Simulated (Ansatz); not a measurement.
# NbSi (Pm-3m) in Ansatz: reference runs

Reference runs on NbSi: the cell as given and a disturbed copy.

Everything below comes from runs of Ansatz 0.2.0. Logs are shortened: lines on timing, memory, paths and dates and some standing lists are left out, and cuts for length are marked.

## 1. Starting point

Symmetry: Pm-3m, No. 221, cubic system. Conventional cell: a = 3.156 Å, b = 3.156 Å, c = 3.156 Å, α = 90.00°, β = 90.00°, γ = 90.00°. Nb (site symmetry m-3m) has 8 Si at 2.73 Å as nearest neighbours. Si (site symmetry m-3m) has 8 Nb at 2.73 Å as nearest neighbours.

The cell was built by a generator and needn't be a form met in nature.

## 2. Single point, PBE

input.yaml reads:

```yaml
crystal:
  lattice:
    - [3.15644, 0.0, 0.0]
    - [0.0, 3.15644, 0.0]
    - [0.0, 0.0, 3.15644]
  atoms:
    - { symbol: Nb, position: [0.0, 0.0, 0.0] }
    - { symbol: Si, position: [0.5, 0.5, 0.5] }
hamiltonian:
  xc: pbe
  pseudopotentials: { kind: paw }
kpoints:
  mp_grid: { grid: [8, 8, 8] }
scf:
  occupations: { method: fermi_dirac, width: 0.05 }
output:
  forces: true
  stress: true
  eigenvalues: true
  write_density: true
  write_potential: true
  elf: true
  volumetric_format: npy
```

Potentials or basis: Ansatz PAW.

The run is started by

```bash
> ansatz run input.yaml --threads 2 --pin off --max-ram 5632MiB --backend cpu --events-out ev --progress --plain --runs-dir out
```

Output:

```text
Warning: RAYON_NUM_THREADS=2 ignored (pool sized by the plan → 2); use --threads N
Engine: ansatz 0.2.0, x86_64-unknown-linux-gnu
Pseudopotentials: kind: paw
Pseudopotential: Nb, paw, valence charge 13, recommended cutoff 420 eV (normal), Nb.paw.azcp
Pseudopotential: Si, paw, valence charge 4, recommended cutoff 420 eV (normal), Si.paw.azcp
Functional definition: PBE
  parameter kappa = 0.804
  parameter beta = 0.06672455060314922
  exchange = pbe_x(kappa = kappa, mu = beta*pi^2/3)
  correlation = pbe_c(beta = beta)
Crystal: 2 atoms, lattice volume = 31.448 Å³
Basis set: ecut = 420 eV, 619 PW (Γ), exchange–correlation on 48×48×48 points (8 copies of the dense FFT grid, shifted against one another)
Bands: 13, of which v1, the nominal top of the filled ones, is band 9 counted from 1 (8 counted from 0)
Symmetry: 48 space group operations
Space group: Pm-3m (ITA 221), of the structure as read, at distance tolerance 3.2e-5 Å
k-points: 35 of 512
Non-local potential: Nb, projectors of the file, l = 0: 3, l = 1: 2, l = 2: 2, l = 3: 1
Non-local potential: Si, projectors of the file, l = 0: 2, l = 1: 2, l = 2: 2
PAW form: soft (Blöchl's): semilocal exchange-correlation on the pseudo side does not see the compensation charge
PAW one-centre angular grid: Nb, 590 points (default); XC on 64 Gauss nodes
PAW one-centre angular grid: Si, 110 points (default); XC on 64 Gauss nodes
Initial density: superposition of atomic densities (neutral atoms: chi_scale 0, normalization atom), corrected by the library's trained network
Initial wavefunctions: pseudopotential atomic-orbital guess
Functional: x = pbe(κ = 0.804, μ = 0.2195149727645171), c = pbe(β = 0.06672455060314922)
SCF iter   1: F=—  HF=-5188.477511 eV  |F-HF|=—  |Δ(HF+E_count)|=         —  Δρ=4.02e-3  dr2=6.07e-3  ethr=1.77e-3  ⟨swp⟩=5.0  Hψ=2584  notcnv=0
preconditioner: auto → none  [metal: Δε(μ)=0.032 eV  Ē_g=7.158 eV  σ=0.050 eV  W_gap=0.15  n_scr=6 (ndim 8)  ℏωp=19.9 eV  f_vac=0.000  D(μ)=2.54/eV (n_scr^D=26)  sad-step TF]
SCF iter   2: F=—  HF=-5188.477216 eV  |F-HF|=—  |Δ(HF+E_count)|=   2.95e-4  Δρ=2.72e-3  dr2=3.28e-3  ethr=3.57e-5  ⟨swp⟩=1.1  Hψ=741  notcnv=0
SCF iter   3: F=—  HF=-5188.476765 eV  |F-HF|=—  |Δ(HF+E_count)|=   4.52e-4  Δρ=3.55e-4  dr2=1.08e-5  ethr=1.93e-5  ⟨swp⟩=2.2  Hψ=571  notcnv=0  defer=1
SCF iter   4: F=—  HF=-5188.476786 eV  |F-HF|=—  |Δ(HF+E_count)|=   2.09e-5  Δρ=5.10e-5  dr2=7.28e-7  ethr=6.36e-8  ⟨swp⟩=2.5  Hψ=751  notcnv=0  defer=1
iter 5 did not close the SCF: its close was put off for the readings that it lacked (scf_convergence_deferred on its scf_iter line)
SCF iter   5: F=-5188.476786 eV  HF=-5188.476786 eV  |F-HF|=4.09e-9  |Δ(HF+E_count)|=   1.51e-7  Δρ=7.94e-6  dr2=7.75e-9  ethr=4.28e-9  ⟨swp⟩=2.8  Hψ=742  notcnv=0  defer=1
SCF iter   6: F=-5188.476786 eV  HF=-5188.476786 eV  |F-HF|=1.95e-10  |Δ(HF+E_count)|=   5.87e-9  Δρ=1.66e-6  dr2=1.92e-10  ethr=4.56e-11  ⟨swp⟩=4.3  Hψ=2172  notcnv=0
SCF 1 converged in 6 iterations: F = -5188.476786 eV  dr2 = 1.92e-10
SCF converged after 6 iterations
Free energy (F): -5188.476786 eV
Harris-Foulkes:  -5188.476786 eV  (|F-HF|=1.95e-10)
Internal energy: -5188.457086 eV  (E = F + TS)
E sigma→0 (E₀):  -5188.466936 eV
Entropy (-TS):   -0.019699 eV (-9.850 meV/atom)
Fermi energy:    15.162104 eV
--- Per-component energies (eV) ---
  E_band       = -68.276819
  E_kinetic    = 437.004555
  E_local      = -851.273523  (includes V_loc(G=0)·N_el)
  E_nonlocal   = 145.510840
  E_hartree    = 285.884945
  E_xc         = -231.987162
  E_vxc        = -261.451282  (∫ρ·V_xc dr)
  E_paw        = -3586.064576  (= ΣΔE_a)
  E_vpaw       = -109.837386  (= ΣTr[D̂ρ^β])
  E_aug_tail   = 0.000012  (compensation charges beyond the density's cutoff)
  E_ewald      = -1387.532178
  E_smearing   = -0.019699  (= −TS)
  E_closure    = 0.000000  (closes the sum)
  Σ components = -5188.476786   (vs F -5188.476786, Δ=0.00e0)
--- Forces (eV/Å), atoms counted from 1 ---
  atom   1  Nb    -0.00000000     0.00000000    -0.00000000
  atom   2  Si     0.00000000    -0.00000000     0.00000000
  max |Σ_I F_I| component: 3.12e-31 eV/Å
--- Stress (GPa, compression-positive) ---
       -0.084332       0.000000       0.000000
        0.000000      -0.084332       0.000000
        0.000000       0.000000      -0.084332
  P = ⅓ Tr σ = -0.0843 GPa (-0.843 kbar)
--- Band table (eV; the first three rows and the last of 35) ---
  k-point 0: bands = ["-39.4279", "-15.3534", "-15.3534", "-15.3534", "4.1077", "12.5254", "12.5254", "17.4286", "17.4286", "17.4286", "17.6416", "17.6416", "17.6416"]
  k-point 1: bands = ["-39.4227", "-15.4191", "-15.3474", "-15.3474", "4.3765", "12.3993", "12.6602", "16.1592", "16.1592", "17.1803", "17.4917", "19.0514", "19.0514"]
  k-point 2: bands = ["-39.4101", "-15.5747", "-15.3330", "-15.3330", "5.1401", "11.5448", "13.0227", "15.0567", "15.0567", "17.2360", "17.6506", "20.6290", "20.6290"]
  k-point 34: bands = ["-39.3242", "-15.6586", "-15.6586", "-15.6586", "10.0820", "10.0820", "10.0820", "11.2609", "19.0361", "19.0361", "19.0361", "19.4833", "19.4833"]
```

It took 2.2 s on 2 threads of Intel Xeon at 2.50GHz (Skylake/Cascade Lake), shared host; peak memory 0.31 GiB.

Results:

```yaml
Free_energy: -5188.4768 eV
Pressure: -0.1 GPa
Band_gap_on_the_k_mesh: none (metal or under the smearing width)
```

## 3. Single point, PBE (atoms moved at random, drawn with an rms of 0.05 Å)

input.yaml reads:

```yaml
crystal:
  lattice:
    - [3.15644, 0.0, 0.0]
    - [0.0, 3.15644, 0.0]
    - [0.0, 0.0, 3.15644]
  atoms:
    - { symbol: Nb, position: [-0.008122, -0.004109, -0.015838] }
    - { symbol: Si, position: [0.492871, 0.513236, 0.487119] }
hamiltonian:
  xc: pbe
  pseudopotentials: { kind: paw }
kpoints:
  mp_grid: { grid: [8, 8, 8] }
scf:
  occupations: { method: fermi_dirac, width: 0.05 }
output:
  forces: true
  stress: true
  eigenvalues: true
```

Potentials or basis: Ansatz PAW.

The run is started by

```bash
> ansatz run input.yaml --threads 2 --pin off --max-ram 5632MiB --backend cpu --events-out ev --progress --plain --runs-dir out
```

Output:

```text
Warning: RAYON_NUM_THREADS=2 ignored (pool sized by the plan → 2); use --threads N
Engine: ansatz 0.2.0, x86_64-unknown-linux-gnu
Pseudopotentials: kind: paw
Pseudopotential: Nb, paw, valence charge 13, recommended cutoff 420 eV (normal), Nb.paw.azcp
Pseudopotential: Si, paw, valence charge 4, recommended cutoff 420 eV (normal), Si.paw.azcp
Functional definition: PBE
  parameter kappa = 0.804
  parameter beta = 0.06672455060314922
  exchange = pbe_x(kappa = kappa, mu = beta*pi^2/3)
  correlation = pbe_c(beta = beta)
Crystal: 2 atoms, lattice volume = 31.448 Å³
Basis set: ecut = 420 eV, 619 PW (Γ), exchange–correlation on 48×48×48 points (8 copies of the dense FFT grid, shifted against one another)
Bands: 13, of which v1, the nominal top of the filled ones, is band 9 counted from 1 (8 counted from 0)
Symmetry: 1 space group operations
[... 25 lines left out ...]
Entropy (-TS):   -0.019718 eV (-9.859 meV/atom)
Fermi energy:    15.159512 eV
--- Per-component energies (eV) ---
  E_band       = -68.295235
  E_kinetic    = 437.052539
  E_local      = -851.601083  (includes V_loc(G=0)·N_el)
  E_nonlocal   = 145.531788
  E_hartree    = 286.018013
  E_xc         = -232.003004
  E_vxc        = -261.471323  (∫ρ·V_xc dr)
  E_paw        = -3586.069106  (= ΣΔE_a)
  E_vpaw       = -109.843366  (= ΣTr[D̂ρ^β])
  E_aug_tail   = 0.000012  (compensation charges beyond the density's cutoff)
  E_ewald      = -1387.377991
  E_smearing   = -0.019718  (= −TS)
  E_closure    = 0.000000  (closes the sum)
  Σ components = -5188.468549   (vs F -5188.468549, Δ=0.00e0)
--- Forces (eV/Å), atoms counted from 1 ---
  atom   1  Nb     0.01692050     0.29072210     0.05036207
  atom   2  Si    -0.01692292    -0.29071247    -0.05035781
  max |Σ_I F_I| component: 9.63e-6 eV/Å
--- Stress (GPa, compression-positive) ---
        0.317456       0.022012       0.003875
        0.022012      -0.308561       0.065470
        0.003875       0.065470       0.301259
  P = ⅓ Tr σ = 0.1034 GPa (1.034 kbar)
--- Band table (eV; the first three rows and the last of 260) ---
  k-point 0: bands = ["-39.4283", "-15.3549", "-15.3539", "-15.3539", "4.1089", "12.5160", "12.5210", "17.3561", "17.3588", "17.4234", "17.6617", "17.7149", "17.7174"]
  k-point 1: bands = ["-39.4230", "-15.4197", "-15.3489", "-15.3480", "4.3779", "12.3946", "12.6522", "16.1496", "16.1660", "17.1743", "17.4885", "19.0611", "19.0738"]
  k-point 2: bands = ["-39.4104", "-15.5754", "-15.3345", "-15.3335", "5.1415", "11.5430", "13.0152", "15.0487", "15.0658", "17.2286", "17.6466", "20.6371", "20.6424"]
  k-point 259: bands = ["-39.3245", "-15.6599", "-15.6594", "-15.6594", "10.0551", "10.0841", "10.0844", "11.2864", "19.0282", "19.0286", "19.0412", "19.4810", "19.4820"]
```

It took 8.6 s on 2 threads of Intel Xeon at 2.50GHz (Skylake/Cascade Lake), shared host; peak memory 0.43 GiB.

What came out:

```yaml
Free_energy: -5188.4685 eV
Pressure: 0.1 GPa
Largest_force: 0.296 eV/Å
Band_gap_on_the_k_mesh: none (metal or under the smearing width)
```

Forces on the atoms (eV/Å):
```
Nb   0.017  0.291  0.050
Si  -0.017 -0.291 -0.050
```
